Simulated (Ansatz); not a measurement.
**C₂H₃In: ionisation energy by level of theory**

Aim: the vertical ionisation energy of C₂H₃In, as cation minus neutral at the neutral's geometry, on several levels, and how well −ε(HOMO) stands in for it.

Computed with Ansatz 0.2.0, Gaussian basis. Level: unrestricted cation, the program's frozen cores in correlated methods.

Levels to be run: UKS PBE-D4/def2-TZVPP; UKS r2SCAN-D4/def2-TZVPP; UKS PBE0-D4/def2-TZVPP; UKS B3LYP-D4/def2-TZVPP; UKS wB97X-V/def2-TZVPP; UKS wB97M-V/def2-TZVPP; UKS B2PLYP/def2-TZVPP; UHF-CCSD(T)/def2-TZVPP; UHF-MP2/def2-QZVPP; extrapolation to the limit; then −ε(HOMO) from the neutral's earlier runs with LDA (SPW92), PBE-D4, revPBE-D4, BLYP-D4, r2SCAN-D4, B97M-V, PBE0-D4, B3LYP-D4, r2SCANh-D4, r2SCAN0-D4, HSE06-D4, BHLYP-D4, CAM-B3LYP-D4, LC-ωPBE, ωB97X-V, ωB97M-V.

### Step 1. The geometry

An earlier PBE0-D4 in a triple-zeta def2 set relaxation fixed the geometry. In takes the def2 core potential; no spin-orbit term is included.

6 atoms, charge 0, spin multiplicity 1.

Atoms are counted from 1 here; the program's logs count them from 0.

Bond lengths: C1–C2 1.210 Å, C1–H4 1.067 Å, C2–In3 2.097 Å, In3–H5 1.713 Å, In3–H6 1.713 Å. Angles: C2–C1–H4 180.0°, C1–C2–In3 180.0°, C2–In3–H5 117.0°, C2–In3–H6 117.0°, H5–In3–H6 126.0°.

### Step 2. Cation, UKS PBE-D4/def2-TZVPP

in.yaml

```yaml
crystal:
  periodic: [false, false, false]
  atoms:
    - {symbol: C, position_ang: [-0.186568, -1.928023, 0.015100]}
    - {symbol: C, position_ang: [-0.070410, -0.723404, 0.005937]}
    - {symbol: In, position_ang: [0.131869, 1.363933, -0.010620]}
    - {symbol: H, position_ang: [-0.288965, -2.989587, 0.023341]}
    - {symbol: H, position_ang: [0.673512, 2.081547, -1.468779]}
    - {symbol: H, position_ang: [-0.259438, 2.195535, 1.435019]}
basis:
  gaussian: {orbitals: def2-TZVPP}
total_charge: 1
magnetization: {spin_polarized: true, initial_magnetization: 1}
hamiltonian: {xc: pbe, dispersion: d4}
```

What it wrote:

```text
Functional definition: PBE
  name "PBE"
  cite "Perdew, Burke & Ernzerhof, Phys. Rev. Lett. 77, 3865 (1996) doi:10.1103/PhysRevLett.77.3865"
  parent pbe
  parameter kappa = 0.804
  parameter beta = 0.06672455060314922
  exchange = pbe_x(kappa = kappa, mu = beta*pi^2/3)
  correlation = pbe_c(beta = beta)
925 factors; their error is unknown
mean field evaluation 1: about -7260.0191 eV, gradient 6.3e1 eV
mean field evaluation 2: about -7022.3666 eV, gradient 1.5e2 eV
mean field evaluation 4: about -7274.7805 eV, gradient 3.2e1 eV
mean field evaluation 8: about -7282.3308 eV, gradient 2.6e-1 eV
mean field evaluation 16: about -7282.3190 eV, gradient 2.3e-3 eV
mean field evaluation 32: about -7281.7334 eV, gradient 6.4e0 eV
mean field -7282.31900284 eV, -267.6202872214 hartree, gradient 1.7e-5 eV, S^2 0.755542; 6 other end points of the search recorded, 0 dependent functions left out
reference -7282.31904402 eV, -267.6202887344 hartree; 18, 17 occupied and 136, 137 virtual orbitals, 925 factors
Total energy: -7282.39647746 eV, -267.6231343610 hartree
```

Wall time 7 s (2 threads, shared host); peak memory 0.35 GiB.

Less the neutral's -7291.9659 eV (earlier run), this gives 9.569 eV. ⟨S²⟩ = 0.756.

### Step 3. Cation, UKS r2SCAN-D4/def2-TZVPP

Edit in.yaml of step 2 so:

```diff
@@ -13,2 +13,2 @@
 magnetization: {spin_polarized: true, initial_magnetization: 1}
-hamiltonian: {xc: pbe, dispersion: d4}
+hamiltonian: {xc: r2scan, dispersion: d4}
```

What it wrote:

```text
Functional definition: r2SCAN
  name "r2SCAN"
  cite "Furness, Kaplan, Ning, Perdew & Sun, J. Phys. Chem. Lett. 11, 8208 (2020) doi:10.1021/acs.jpclett.0c02405"
  cite "Furness, Kaplan, Ning, Perdew & Sun, J. Phys. Chem. Lett. 11, 9248 (2020) doi:10.1021/acs.jpclett.0c03077"
  parent r2scan
  parameter k0 = 0.174
  parameter k1 = 0.065
  parameter a1 = 4.9479
  exchange = r2scan_x(k0 = k0, k1 = k1, a1 = a1)
  correlation = r2scan_c
925 factors; their error is unknown
mean field evaluation 1: about -7268.0470 eV, gradient 5.5e1 eV
mean field evaluation 2: about -7097.4449 eV, gradient 1.4e2 eV
mean field evaluation 4: about -7280.1219 eV, gradient 2.7e1 eV
mean field evaluation 8: about -7285.7339 eV, gradient 5.3e-1 eV
mean field evaluation 16: about -7285.7263 eV, gradient 6.4e-3 eV
mean field evaluation 32: about -7285.7263 eV, gradient 1.7e-5 eV
mean field -7285.72632214 eV, -267.7455038961 hartree, gradient 1.7e-5 eV, S^2 0.761336; 5 other end points of the search recorded, 0 dependent functions left out
reference -7285.72633518 eV, -267.7455043752 hartree; 18, 17 occupied and 136, 137 virtual orbitals, 925 factors
Total energy: -7285.74350882 eV, -267.7461354948 hartree
```

It took 9.5 s on 2 threads, shared host; peak memory 0.39 GiB.

The neutral molecule at this level: -7295.3816 eV. Difference: 9.638 eV. ⟨S²⟩ = 0.761.

### Step 4. Cation, UKS PBE0-D4/def2-TZVPP

Edit in.yaml of step 3 so:

```diff
@@ -13,2 +13,2 @@
 magnetization: {spin_polarized: true, initial_magnetization: 1}
-hamiltonian: {xc: r2scan, dispersion: d4}
+hamiltonian: {xc: pbe0, dispersion: d4}
```

What it wrote:

```text
Functional definition: PBE0
  name "PBE0"
  cite "Adamo & Barone, J. Chem. Phys. 110, 6158 (1999) doi:10.1063/1.478522"
  cite "Perdew, Burke & Ernzerhof, Phys. Rev. Lett. 77, 3865 (1996) doi:10.1103/PhysRevLett.77.3865"
  parent pbe
  parameter a = 0.25
  parameter kappa = 0.804
  parameter beta = 0.06672455060314922
  exchange = (1 - a)*pbe_x(kappa = kappa, mu = beta*pi^2/3) + a*exact_x
  correlation = pbe_c(beta = beta)
1018 factors; their error is unknown
mean field evaluation 1: about -7267.0067 eV, gradient 5.1e1 eV
mean field evaluation 2: about -7143.1033 eV, gradient 1.1e2 eV
mean field evaluation 4: about -7280.3450 eV, gradient 1.9e1 eV
mean field evaluation 8: about -7282.1647 eV, gradient 6.1e-1 eV
mean field evaluation 16: about -7282.2159 eV, gradient 4.6e-3 eV
mean field evaluation 32: about -7282.1770 eV, gradient 2.2e0 eV
mean field -7282.21594626 eV, -267.6164999618 hartree, gradient 1.9e-5 eV, S^2 0.761772; 2 other end points of the search recorded, 0 dependent functions left out
reference -7282.21597636 eV, -267.6165010678 hartree; 18, 17 occupied and 136, 137 virtual orbitals, 1018 factors
Total energy: -7282.28144839 eV, -267.6189071209 hartree
```

It took 4.9 s on 2 threads, shared host; peak memory 0.4 GiB.

Less the neutral's -7292.1097 eV (earlier run), this gives 9.828 eV. ⟨S²⟩ = 0.762.

### Step 5. Cation, UKS B3LYP-D4/def2-TZVPP

Edit in.yaml of step 4 so:

```diff
@@ -13,2 +13,2 @@
 magnetization: {spin_polarized: true, initial_magnetization: 1}
-hamiltonian: {xc: pbe0, dispersion: d4}
+hamiltonian: {xc: {name: B3LYP}, dispersion: d4}
```

What it wrote:

```text
Functional definition: B3LYP
  name "B3LYP"
  cite "Stephens, Devlin, Chabalowski & Frisch, J. Phys. Chem. 98, 11623 (1994) doi:10.1021/j100096a001"
  cite "Becke, Phys. Rev. A 38, 3098 (1988) doi:10.1103/PhysRevA.38.3098"
  cite "Lee, Yang & Parr, Phys. Rev. B 37, 785 (1988) doi:10.1103/PhysRevB.37.785"
  cite "Vosko, Wilk & Nusair, Can. J. Phys. 58, 1200 (1980) doi:10.1139/p80-159"
  parameter a0 = 0.2
  parameter ax = 0.72
  parameter ac = 0.81
  exchange = (1 - a0 - ax)*slater_x + ax*b88_x + a0*exact_x
  correlation = (1 - ac)*vwn_rpa_c + ac*lyp_c
1002 factors; their error is unknown
mean field evaluation 1: about -7270.0506 eV, gradient 5.4e1 eV
mean field evaluation 2: about -7127.7993 eV, gradient 1.2e2 eV
mean field evaluation 4: about -7283.6769 eV, gradient 2.2e1 eV
mean field evaluation 8: about -7287.0041 eV, gradient 2.6e-1 eV
mean field evaluation 16: about -7287.0405 eV, gradient 4.4e-3 eV
mean field evaluation 32: about -7286.9097 eV, gradient 1.4e0 eV
mean field -7287.04053638 eV, -267.7938003784 hartree, gradient 1.2e-5 eV, S^2 0.760313; 2 other end points of the search recorded, 0 dependent functions left out
reference -7287.04078350 eV, -267.7938094600 hartree; 18, 17 occupied and 136, 137 virtual orbitals, 1002 factors
Total energy: -7287.16812966 eV, -267.7984893451 hartree
```

Run time: 4.3 s. Hardware: 2 threads, shared host; peak memory 0.39 GiB.

The neutral molecule at this level: -7296.9963 eV. Difference: 9.828 eV. ⟨S²⟩ = 0.760.

### Step 6. Cation, UKS wB97X-V/def2-TZVPP

Edit in.yaml of step 5 so:

```diff
@@ -13,2 +13,2 @@
 magnetization: {spin_polarized: true, initial_magnetization: 1}
-hamiltonian: {xc: {name: B3LYP}, dispersion: d4}
+hamiltonian: {xc: {name: wB97X-V}}
```

What it wrote:

```text
Functional definition: wB97X-V
  name "wB97X-V"
  cite "Mardirossian & Head-Gordon, Phys. Chem. Chem. Phys. 16, 9904 (2014) doi:10.1039/C3CP54374A"
  cite "Becke, J. Chem. Phys. 107, 8554 (1997) doi:10.1063/1.475007"
  cite "Vydrov & Van Voorhis, J. Chem. Phys. 133, 244103 (2010) doi:10.1063/1.3521275"
  parameter omega = 0.3/bohr
  parameter cx = 0.167
  parameter cx1 = 0.603
  parameter cx2 = 1.194
  parameter css0 = 0.556
  parameter css1 = -0.257
  parameter cos0 = 1.219
  parameter cos1 = -1.850
  parameter b = 6.0
  parameter c = 0.01
  exchange = spin_sum(e_x_unif_sr(omega)*poly(b97_u_x, 1 - cx, cx1, cx2)) + cx*exact_x_sr(omega) + exact_x_lr(omega)
  correlation = spin_sum(e_c_pw_same_spin*poly(b97_u_same, css0, css1))
      + integral(e_c_pw_opposite_spin*poly(b97_u_opposite, cos0, cos1)) + vv10(b, c)
989 factors; their error is unknown
228 factors; integrals over basis functions are off by at most 1.5e-5 eV
mean field evaluation 1: about -7272.4235 eV, gradient 4.3e1 eV
mean field evaluation 2: about -7258.4915 eV, gradient 6.3e1 eV
mean field evaluation 4: about -7283.0639 eV, gradient 4.9e0 eV
mean field evaluation 8: about -7283.3735 eV, gradient 1.0e0 eV
mean field evaluation 16: about -7283.5003 eV, gradient 9.3e-2 eV
mean field evaluation 32: about -7283.3046 eV, gradient 3.1e0 eV
mean field -7283.50036635 eV, -267.6637015296 hartree, gradient 1.6e-5 eV, S^2 0.757490; 6 other end points of the search recorded, 0 dependent functions left out
reference -7283.50036446 eV, -267.6637014601 hartree; 18, 17 occupied and 136, 137 virtual orbitals, 989 factors
Total energy: -7283.50036446 eV, -267.6637014601 hartree
```

Wall time 19 s (2 threads, shared host); peak memory 0.66 GiB.

The neutral molecule at this level: -7293.6161 eV. Difference: 10.116 eV. ⟨S²⟩ = 0.757.

### Step 7. Cation, UKS wB97M-V/def2-TZVPP

Edit in.yaml of step 6 so:

```diff
@@ -13,2 +13,2 @@
 magnetization: {spin_polarized: true, initial_magnetization: 1}
-hamiltonian: {xc: {name: wB97X-V}}
+hamiltonian: {xc: {name: wB97M-V}}
```

What it wrote:

```text
Functional definition: wB97M-V
  name "wB97M-V"
  cite "Mardirossian & Head-Gordon, J. Chem. Phys. 144, 214110 (2016) doi:10.1063/1.4952647"
  cite "Becke, J. Chem. Phys. 107, 8554 (1997) doi:10.1063/1.475007"
  cite "Vydrov & Van Voorhis, J. Chem. Phys. 133, 244103 (2010) doi:10.1063/1.3521275"
  # Of w^i u^j: cxij and so on, Table III.
  parameter omega = 0.3/bohr
  parameter cx = 0.15
  parameter cx01 = 1.007
  parameter cx10 = 0.259
  parameter css00 = 0.443
  parameter css04 = -1.437
  parameter css10 = -4.535
  parameter css20 = -3.390
  parameter css43 = 4.278
  parameter cos00 = 1.000
  parameter cos10 = 1.358
  parameter cos20 = 2.924
  parameter cos21 = -8.812
  parameter cos60 = -1.390
  parameter cos61 = 9.142
  parameter b = 6.0
  parameter c = 0.01
  gx(w, u) = 1 - cx + cx01*u + cx10*w
  gss(w, u) = css00 + css04*u^4 + css10*w + css20*w^2 + css43*w^4*u^3
  gos(w, u) = cos00 + cos10*w + (cos20 + cos21*u)*w^2 + (cos60 + cos61*u)*w^6
  exchange = spin_sum(e_x_unif_sr(omega)*gx(b97_w, b97_u_x)) + cx*exact_x_sr(omega) + exact_x_lr(omega)
  correlation = spin_sum(e_c_pw_mod_same_spin*gss(b97_w, b97_u_same))
      + integral(e_c_pw_mod_opposite_spin*gos(b97_w_opposite, b97_u_opposite)) + vv10(b, c)
961 factors; their error is unknown
228 factors; integrals over basis functions are off by at most 1.5e-5 eV
mean field evaluation 1: about -7270.7220 eV, gradient 4.5e1 eV
mean field evaluation 2: about -7250.5954 eV, gradient 6.9e1 eV
mean field evaluation 4: about -7281.8856 eV, gradient 5.9e0 eV
mean field evaluation 8: about -7282.2637 eV, gradient 1.3e0 eV
mean field evaluation 16: about -7282.3900 eV, gradient 9.9e-3 eV
mean field evaluation 32: about -7282.1852 eV, gradient 3.0e0 eV
mean field -7282.38998784 eV, -267.6228958719 hartree, gradient 1.6e-5 eV, S^2 0.758028; 6 other end points of the search recorded, 0 dependent functions left out
reference -7282.39003713 eV, -267.6228976834 hartree; 18, 17 occupied and 136, 137 virtual orbitals, 961 factors
Total energy: -7282.39003713 eV, -267.6228976834 hartree
```

It took 23 s on 2 threads, shared host; peak memory 0.69 GiB.

Less the neutral's -7292.4704 eV (earlier run), this gives 10.080 eV. ⟨S²⟩ = 0.758.

### Step 8. Cation, UKS B2PLYP (frozen core)/def2-TZVPP

Edit in.yaml of step 7 so:

```diff
@@ -13,2 +13,2 @@
 magnetization: {spin_polarized: true, initial_magnetization: 1}
-hamiltonian: {xc: {name: wB97M-V}}
+hamiltonian: {xc: {name: B2PLYP}}
```

What it wrote:

```text
Functional definition: B2PLYP
  name "B2PLYP"
  cite "Grimme, J. Chem. Phys. 124, 034108 (2006) doi:10.1063/1.2148954"
  cite "Becke, Phys. Rev. A 38, 3098 (1988) doi:10.1103/PhysRevA.38.3098"
  cite "Lee, Yang & Parr, Phys. Rev. B 37, 785 (1988) doi:10.1103/PhysRevB.37.785"
  parameter a = 0.53
  parameter c = 0.27
  exchange = (1 - a)*b88_x + a*exact_x
  correlation = (1 - c)*lyp_c + c*(mp2_os + mp2_ss)
1102 factors; integrals over basis functions are off by at most 9.7e-4 eV
mean field evaluation 1: about -7260.2037 eV, gradient 4.5e1 eV
mean field evaluation 2: about -7260.3379 eV, gradient 4.4e1 eV
mean field evaluation 4: about -7269.3178 eV, gradient 1.6e1 eV
mean field evaluation 8: about -7271.8793 eV, gradient 3.2e0 eV
mean field evaluation 16: about -7272.2209 eV, gradient 8.8e-2 eV
mean field evaluation 32: about -7272.2211 eV, gradient 1.2e-5 eV
mean field evaluation 64: about -7243.0349 eV, gradient 1.9e1 eV
mean field evaluation 96: about -7272.2208 eV, gradient 1.7e-1 eV
mean field -7272.22105071 eV, -267.2491943250 hartree, gradient 1.3e-6 eV, S^2 0.758403; 6 other end points of the search recorded, 0 dependent functions left out
6 core orbitals not correlated: weight in the atoms' cores, before any rotation towards them, 1.000 or more for the frozen orbitals, at most 0.000 for the correlated occupied ones
reference -7272.22120675 eV, -267.2492000595 hartree; 12, 11 occupied and 136, 137 virtual orbitals, 1102 factors
second order -17.92232502 eV of doubles, -0.00000000 eV of singles
Total energy: -7277.06023451 eV, -267.4270310495 hartree
```

It took 14 s on 2 threads, shared host; peak memory 0.51 GiB.

The neutral molecule at this level: -7287.1513 eV. Difference: 10.091 eV. ⟨S²⟩ = 0.758.

### Step 9. Cation, UHF-CCSD(T)/def2-TZVPP

Edit in.yaml of step 8 so:

```diff
@@ -13,2 +13,3 @@
 magnetization: {spin_polarized: true, initial_magnetization: 1}
-hamiltonian: {xc: {name: B2PLYP}}
+correlation: {method: ccsd_t}
+scf: {omitted_lower_state_checks: [cluster_reference]}
```

What it wrote:

```text
Functional definition: HF
  name "HF"
  cite "Fock, Z. Phys. 61, 126 (1930) doi:10.1007/BF01340294"
  parent pbe
  exchange = exact_x
  correlation = 0
these checks for a lower state are left out or cut short: cluster_reference
1102 factors; integrals over basis functions are off by at most 9.7e-4 eV
mean field evaluation 1: about -7237.8653 eV, gradient 3.5e1 eV
mean field evaluation 2: about -7237.8737 eV, gradient 3.5e1 eV
mean field evaluation 4: about -7245.7275 eV, gradient 3.8e0 eV
mean field evaluation 8: about -7246.6201 eV, gradient 8.9e-1 eV
mean field evaluation 16: about -7246.6651 eV, gradient 5.2e-6 eV
mean field evaluation 32: about -7246.6651 eV, gradient 1.2e-1 eV
mean field evaluation 64: about -7239.2435 eV, gradient 2.4e0 eV
mean field evaluation 96: about -7246.6650 eV, gradient 2.5e-2 eV
mean field -7246.66514611 eV, -266.3100321533 hartree, gradient 5.2e-6 eV, S^2 0.758501; 10 other end points of the search recorded, 0 dependent functions left out
6 core orbitals not correlated: weight in the atoms' cores, before any rotation towards them, 1.000 or more for the frozen orbitals, at most 0.000 for the correlated occupied ones
reference -7246.66514611 eV, -266.3100321533 hartree; 12, 11 occupied and 136, 137 virtual orbitals, 1102 factors
second order -14.30798281 eV of doubles, -0.00000000 eV of singles
cycle   1  -14.54371149 eV  change   -2.4e-1 eV  update   1.0e-1
cycle   2  -14.98443106 eV  change   -4.4e-1 eV  update   3.5e-2
cycle   3  -15.06892892 eV  change   -8.4e-2 eV  update   3.3e-2
cycle   4  -15.08473755 eV  change   -1.6e-2 eV  update   2.2e-2
cycle   5  -15.09183770 eV  change   -7.1e-3 eV  update   2.0e-2
cycle   6  -15.11367413 eV  change   -2.2e-2 eV  update   1.4e-2
cycle   7  -15.12198931 eV  change   -8.3e-3 eV  update   6.6e-3
cycle   8  -15.12541243 eV  change   -3.4e-3 eV  update   2.5e-3
cycle   9  -15.12574444 eV  change   -3.3e-4 eV  update   8.4e-4
cycle  10  -15.12569658 eV  change    4.8e-5 eV  update   4.3e-4
cycle  11  -15.12569681 eV  change   -2.3e-7 eV  update   1.9e-4
cycle  12  -15.12585543 eV  change   -1.6e-4 eV  update   7.7e-5
cycle  13  -15.12582452 eV  change    3.1e-5 eV  update   3.6e-5
cycle  14  -15.12586621 eV  change   -4.2e-5 eV  update   1.4e-5
cycle  15  -15.12586153 eV  change    4.7e-6 eV  update   4.9e-6
perturbative correction -0.57879722 eV, -0.0212704054 hartree
Total energy: -7262.36980485 eV, -266.8871677172 hartree
Checks for a lower state left out: cluster_reference
```

Run time: 3.2 min. Hardware: 2 threads, shared host; peak memory 1.6 GiB.

Less the neutral's -7272.5952 eV (earlier run), this gives 10.225 eV. ⟨S²⟩ = 0.759. T1 = 0.041 (report).

### Step 10. Cation, UHF-MP2/def2-QZVPP

Edit in.yaml of step 9 so:

```diff
@@ -10,6 +10,6 @@
 basis:
-  gaussian: {orbitals: def2-TZVPP}
+  gaussian: {orbitals: "def2-QZVPP.json"}
 total_charge: 1
 magnetization: {spin_polarized: true, initial_magnetization: 1}
-correlation: {method: ccsd_t}
+correlation: {method: mp2}
 scf: {omitted_lower_state_checks: [cluster_reference]}
```

What it wrote:

```text
Functional definition: HF
  name "HF"
  cite "Fock, Z. Phys. 61, 126 (1930) doi:10.1007/BF01340294"
  parent pbe
  exchange = exact_x
  correlation = 0
these checks for a lower state are left out or cut short: cluster_reference
1742 factors; integrals over basis functions are off by at most 1.2e-3 eV
mean field evaluation 1: about -7237.5732 eV, gradient 3.6e1 eV
mean field evaluation 2: about -7237.5762 eV, gradient 3.6e1 eV
mean field evaluation 4: about -7245.8487 eV, gradient 4.1e0 eV
mean field evaluation 8: about -7246.7599 eV, gradient 8.2e-1 eV
mean field evaluation 16: about -7246.7940 eV, gradient 3.9e-6 eV
mean field evaluation 32: about -7246.7939 eV, gradient 1.3e-1 eV
mean field evaluation 64: about -7239.3843 eV, gradient 2.3e0 eV
mean field evaluation 96: about -7246.7938 eV, gradient 2.6e-2 eV
mean field -7246.79395337 eV, -266.3147657331 hartree, gradient 3.9e-6 eV, S^2 0.758658; 10 other end points of the search recorded, 0 dependent functions left out
6 core orbitals not correlated: weight in the atoms' cores, before any rotation towards them, 1.000 or more for the frozen orbitals, at most 0.000 for the correlated occupied ones
reference -7246.79395337 eV, -266.3147657331 hartree; 12, 11 occupied and 268, 269 virtual orbitals, 1742 factors
second order -19.83614058 eV of doubles, -0.00000000 eV of singles
Total energy: -7266.63009395 eV, -267.0437304539 hartree
Checks for a lower state left out: cluster_reference
```

It took 68 s on 2 threads, shared host; peak memory 0.94 GiB.

The neutral molecule at this level: -7277.2852 eV. Difference: 10.655 eV. ⟨S²⟩ = 0.759.

### Step 11. From triple and quadruple zeta to the limit

This step is arithmetic on the last runs, with X = 3 and 4: exp(−7.88√X) for Hartree-Fock, X^−2.97 for correlation; only MP2 was run in the larger set, so CCSD(T) minus MP2 is added from the smaller one.

| level | energy at the limit (eV) |
| --- | --- |
| HF | -7246.8117 |
| MP2 | -7270.7428 |
| CCSD | -7271.5606 |
| CCSD(T) | -7272.1394 |

This is no true limit for total energies: MP2 correlation changes by a factor of 1.39 from triple to quadruple zeta (about 1.07 in light molecules), because outer-core shells are correlated in sets not made for them. Much of that cancels between molecule and atoms or ions.

The neutral's limit, from its own earlier runs, is -7282.4875 eV in the additive form (MP2 limit plus CCSD(T) minus MP2 in triple zeta), in which the cation has -7272.1394 eV.

### Step 12. The ladder

| method | ionisation energy (eV) | from CCSD(T)/CBS (eV) | time |
| --- | --- | --- | --- |
| PBE-D4 | 9.57 | -0.78 | 8.6 s |
| r2SCAN-D4 | 9.64 | -0.71 | 12 s |
| PBE0-D4 | 9.83 | -0.52 | 6.4 s |
| B3LYP-D4 | 9.83 | -0.52 | 6.3 s |
| ωB97X-V | 10.12 | -0.23 | 23 s |
| ωB97M-V | 10.08 | -0.27 | 27 s |
| B2PLYP | 10.09 | -0.26 | 16 s |
| HF/def2-TZVPP | 8.80 | -1.55 |  |
| MP2/def2-TZVPP | 10.59 | +0.24 |  |
| CCSD/def2-TZVPP | 10.11 | -0.24 |  |
| CCSD(T)/def2-TZVPP | 10.23 | -0.12 | 3.5 min |
| CCSD(T)/CBS | 10.35 | 0 | 4.7 min |

Among the levels timed on like hardware and quicker than the yardstick, those that no quicker one beats, quickest first: B3LYP-D4 (6.3 s, -0.52 eV); PBE0-D4 (6.4 s, -0.52 eV); B2PLYP (16 s, -0.26 eV); ωB97X-V (23 s, -0.23 eV); CCSD(T)/def2-TZVPP (3.5 min, -0.12 eV).

Times add the cation's run and the neutral's; HF, MP2 and CCSD come out of the CCSD(T) runs.

For comparison, −ε(HOMO) of the neutral from earlier runs:

| functional | −ε(HOMO) (eV) | by energy difference (eV) |
| --- | --- | --- |
| LDA (SPW92) | 6.76 |  |
| PBE-D4 | 6.59 | 9.57 |
| revPBE-D4 | 6.53 |  |
| BLYP-D4 | 6.44 |  |
| r2SCAN-D4 | 6.82 | 9.64 |
| B97M-V | 6.82 |  |
| PBE0-D4 | 7.76 | 9.83 |
| B3LYP-D4 | 7.53 | 9.83 |
| r2SCANh-D4 | 7.25 |  |
| r2SCAN0-D4 | 7.91 |  |
| HSE06-D4 | 7.36 |  |
| BHLYP-D4 | 8.78 |  |
| CAM-B3LYP-D4 | 9.10 |  |
| LC-ωPBE | 10.50 |  |
| ωB97X-V | 10.10 | 10.12 |
| ωB97M-V | 9.97 | 10.08 |

### Step 13. What came out

```
                        quantity               value
  ionisation energy, CCSD(T)/CBS            10.35 eV
nearest functional by difference  ωB97X-V (-0.23 eV)
                nearest −ε(HOMO)  LC-ωPBE (+0.15 eV)
                 −ε(HOMO) of PBE             6.59 eV
                T1 of the cation               0.041
```

What this shows: Energy differences with functionals land within 0.78 eV of the reference. −ε(HOMO) of PBE misses by 3.8 eV, since self-interaction lifts the level. Among orbital estimates LC-ωPBE comes nearest. Hartree-Fock falls 1.55 eV short, as the neutral has more correlation energy than the cation. The cation's T1 (from the report) is 0.041, near the customary mark of 0.045 for open shells, so the coupled-cluster value is less safe. The cation may have settled in a state other than its lowest; no search over hole states beyond the program's own was made. Correlated methods include outer-core shells of In, which these sets cover unevenly. With outer-core shells in play the reference is unsure by up to some tenths of an eV, so close misses can't be ranked.

CCSD(T)/def2-TZVPP reaches 0.12 eV from the reference in 3.5 min, where CCSD(T)/CBS took 4.7 min; the quickest level in the cost chart, B3LYP-D4, takes 6.3 s and misses by 0.52 eV.
